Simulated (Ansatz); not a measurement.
**H₉NOSi₃: up Jacob's ladder to CCSD(T)**

The task here is to estimate one member of a computed series from the others.

The runs use Ansatz 0.2.0, Gaussian basis; functionals in def2-TZVPP, the program's frozen cores in correlated methods.

Levels to be run: PBE-D4, r2SCAN-D4, PBE0-D4, B3LYP-D4, ωB97X-V, ωB97M-V, B2PLYP; CCSD(T)/def2-TZVPP; MP2/def2-QZVPP; extrapolation to the limit.

### Structure used throughout

The geometry comes from an earlier relaxation with PBE0-D4 in a triple-zeta def2 set; it is a stationary point, not always the lowest conformer.

SMILES `O[SiH]([SiH3])N[SiH3]`, 14 atoms, charge 0, spin multiplicity 1.

Atoms are counted from 1 here; the program's logs count them from 0.

Bond lengths: O1–Si2 1.652 Å, O1–H6 0.958 Å, Si2–Si3 2.351 Å, Si2–N4 1.724 Å, Si2–H7 1.484 Å, Si3–H8 1.488 Å, Si3–H9 1.490 Å, Si3–H10 1.489 Å, N4–Si5 1.726 Å, N4–H11 1.012 Å, Si5–H12 1.488 Å, Si5–H13 1.486 Å, Si5–H14 1.488 Å. Angles: Si2–O1–H6 117.5°, O1–Si2–Si3 110.1°, O1–Si2–N4 114.0°, O1–Si2–H7 102.6°, Si3–Si2–N4 109.7°, Si3–Si2–H7 111.9°, N4–Si2–H7 108.6°, Si2–Si3–H8 112.3°, Si2–Si3–H9 111.2°, Si2–Si3–H10 108.4°, H8–Si3–H9 108.6°, H8–Si3–H10 108.5°, H9–Si3–H10 107.8°, Si2–N4–Si5 129.6°, Si2–N4–H11 114.7°, Si5–N4–H11 115.6°, N4–Si5–H12 111.4°, N4–Si5–H13 107.0° and more.

Set-up of the first run:

in.yaml

```yaml
crystal:
  periodic: [false, false, false]
  atoms:
    - {symbol: O, position_ang: [-0.542130, 2.433470, -0.128908]}
    - {symbol: Si, position_ang: [0.420905, 1.118969, -0.402203]}
    - {symbol: Si, position_ang: [1.152415, 0.214765, 1.640421]}
    - {symbol: N, position_ang: [-0.328117, -0.113497, -1.347473]}
    - {symbol: Si, position_ang: [-0.972463, -1.637647, -0.858040]}
    - {symbol: H, position_ang: [-1.327556, 2.302613, 0.404656]}
    - {symbol: H, position_ang: [1.542184, 1.697509, -1.183550]}
    - {symbol: H, position_ang: [1.824267, -1.102046, 1.468003]}
    - {symbol: H, position_ang: [0.017962, 0.047221, 2.591626]}
    - {symbol: H, position_ang: [2.123664, 1.163463, 2.252071]}
    - {symbol: H, position_ang: [-0.422798, 0.106499, -2.330927]}
    - {symbol: H, position_ang: [-2.389829, -1.790223, -1.286001]}
    - {symbol: H, position_ang: [-0.902375, -1.683895, 0.625156]}
    - {symbol: H, position_ang: [-0.209130, -2.786298, -1.416233]}
basis:
  gaussian: {orbitals: def2-TZVPP}
hamiltonian: {xc: pbe, dispersion: d4}
output: {forces: true, orbitals: {seedname: orbitals}}
```

Run with:

```console
> ansatz run in.yaml --threads 2 --pin off --events-out ev --progress --plain --max-ram 32768MiB --backend cuda --devices 0, --max-vram 18GiB
```

Steps of the session up to this table: PBE-D4 (GGA); r2SCAN-D4 (meta-GGA); PBE0-D4 (hybrid); B3LYP-D4 (hybrid); ωB97X-V (range-separated); ωB97M-V (range-separated); B2PLYP (double hybrid); CCSD(T) in def2-TZVPP; MP2 in def2-QZVPP.

One of the session's tables, all rows but one given; the rest of the session is left out.

| method | atomisation energy (kJ/mol) |
| --- | --- |
| PBE-D4 | 4553.8 |
| r2SCAN-D4 | 4558.6 |
| PBE0-D4 | 4510.8 |
| B3LYP-D4 | 4575.0 |
| ωB97X-V | 4612.6 |
| ωB97M-V | ? |
| B2PLYP | 4510.2 |
| HF/def2-TZVPP | 3345.9 |
| MP2/def2-TZVPP | 4465.0 |
| CCSD/def2-TZVPP | 4402.1 |
| CCSD(T)/def2-TZVPP | 4453.4 |
| MP2/CBS | 4602.4 |
| CCSD(T)/CBS | 4590.8 |

Q: Estimate the row for ωB97M-V from the others.

**Answer.** atomisation energy (kJ/mol): 4585.9. In the column «atomisation energy (kJ/mol)» it lies between B3LYP-D4 (4575.0) and CCSD(T)/CBS (4590.8).

Caveats from the session: Free atoms (1 O, 3 Si, 1 N, 9 H) were run apart at each level; the atomisation energy is their sum less the molecule, without zero-point or spin-orbit terms.
